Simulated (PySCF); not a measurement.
# Cs9 (Cs9+): the cost of one run

Method: PBE, Cs def2-SVP with ECP46; scalar-relativistic core potentials, no spin–orbit coupling; program: PySCF 2.14.0.

3 further runs of the same task are left out: 2 for a known fault of the program, 1 that didn't finish.

## 1. The system as given

9 atoms, charge 1, spin multiplicity 1.

No contacts short enough for the rule that draws bonds.

Geometry (Å):

```
Cs    3.5350    0.0000   -3.0000
Cs    0.0000    3.5350   -3.0000
Cs   -3.5350    0.0000   -3.0000
Cs    0.0000   -3.5350   -3.0000
Cs    2.7577    2.7577    1.2000
Cs   -2.7577    2.7577    1.2000
Cs   -2.7577   -2.7577    1.2000
Cs    2.7577   -2.7577    1.2000
Cs    0.0000    0.0000    4.7500
```

## 2. SCF at the start, singlet

run.py (the lines that set the calculation) reads:

```python
mol = gto.M(atom='''
Cs     3.53500     0.00000    -3.00000
Cs     0.00000     3.53500    -3.00000
Cs    -3.53500     0.00000    -3.00000
Cs     0.00000    -3.53500    -3.00000
Cs     2.75770     2.75770     1.20000
Cs    -2.75770     2.75770     1.20000
Cs    -2.75770    -2.75770     1.20000
Cs     2.75770    -2.75770     1.20000
Cs     0.00000     0.00000     4.75000''',
    basis={'Cs': 'def2-SVP'},
    ecp={'Cs': 'def2-SVP'},
    charge=1, spin=0)
mf = dft.RKS(mol, xc='PBE')
mf.grids.atom_grid = (50, 194)
mf = mf.density_fit()  # fitting sets: Cs def2-universal-JKFIT
mf.conv_tol = 1e-08; mf.max_cycle = 55
mf.kernel(dm0)  # dm0: free metal ions and neutral atoms
```

On the command line:

```console
> OMP_NUM_THREADS=8 python run.py
```

What time and memory should one allow on 8 threads of Arm Neoverse N1, shared host?

About 31 s, with a peak of 1.6 GiB.
